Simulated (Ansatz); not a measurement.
A nudged elastic band was laid between two geometries of a periodic cell of 17 atoms, Li (host Li, host structure bcc, interstitial Li).

Level of theory: DFT PBEsol, scalar-relativistic, plane waves, PAW in Ansatz. Settings: cutoff 420 eV, k mesh 3x3x3, gaussian smearing 0.15 eV, no spin polarisation.

```yaml
movable_images: 5
climbing_image: yes
spring: 5.0 eV/Å²
optimiser: quadratic models (default)
start_path: IDPP
force_threshold: 0.05 eV/Å
iteration_limit: 72
end_points: relaxed
```

Initial state:

```xyz
17
Lattice="6.9800 0.0000 0.0000 0.0000 6.9800 0.0000 0.0000 0.0000 6.9800" Properties=species:S:1:pos:R:3
Li 0.416 -0.765 -0.337
Li 3.365 0.115 0.007
Li -0.045 3.489 -0.126
Li -0.045 -0.053 3.348
Li 1.606 1.792 1.711
Li 3.386 3.433 -0.154
Li 3.535 0.190 3.240
Li 4.883 2.514 2.142
Li 0.036 3.639 3.612
Li 1.880 5.086 1.793
Li 1.491 1.556 5.265
Li 3.163 3.326 3.805
Li 5.105 5.237 1.687
Li 5.247 1.639 5.112
Li 2.050 5.404 4.896
Li 5.084 5.297 5.151
Li 5.980 0.873 0.742
```

Final state:

```xyz
17
Lattice="6.9800 0.0000 0.0000 0.0000 6.9800 0.0000 0.0000 0.0000 6.9800" Properties=species:S:1:pos:R:3
Li -0.118 -0.101 0.006
Li 3.543 -0.128 -0.150
Li 0.768 3.912 -0.387
Li -0.187 0.075 3.261
Li 1.749 1.625 1.678
Li 3.495 3.472 -0.114
Li 3.640 -0.325 3.779
Li 4.475 1.373 2.126
Li 0.045 3.420 3.382
Li 1.857 5.342 1.785
Li 1.714 1.587 5.164
Li 3.356 3.516 3.600
Li 5.217 5.111 1.724
Li 5.318 1.753 5.146
Li 1.583 5.545 4.873
Li 5.422 4.996 5.256
Li 6.120 2.531 0.766
```

(1) Which bonds break or form, and what moves?

(2) Give the energies along the band, and the barrier.

Answers

(1) The atom that moves furthest is Li17, by 1.66 Å; four of its nearest neighbours are Li1 2.42, Li8 2.42, Li14 2.82, Li2 2.82 Å at the first end and Li3 2.43, Li8 2.43, Li14 2.83, Li1 2.84 Å at the last.

(2) The run converged. The highest image is number 0 of 0 to 6, 0.000 eV above the ends, which have the same energy within 2 meV. The highest image is an end point: on this band no image between the ends rises above it. Inner images lie up to 0.002 eV below the lower end, so the ends aren't the lowest states on this path. Limits of this set-up: coarse k mesh, a small cell, in which the defect meets its images, a typed lattice constant that wasn't relaxed here.

```tsv
image	path coordinate (Å)	energy (eV)	Li2–Li17 (Å)	Li4–Li17 (Å)	Li8–Li9 (Å)
0	0.00	0.000	2.82	2.93	2.82
1	0.89	-0.002	2.81	2.90	2.80
2	1.78	-0.001	2.87	2.89	2.89
3	2.65	-0.002	3.06	2.99	3.08
4	3.52	-0.001	3.30	3.28	3.11
5	4.40	-0.002	3.83	3.61	3.16
6	5.27	0.000	3.81	3.57	3.50
```

Time of the run: 15 min on 2 threads of Arm Neoverse V1, with other jobs on the host, peak memory 1.3 GiB.
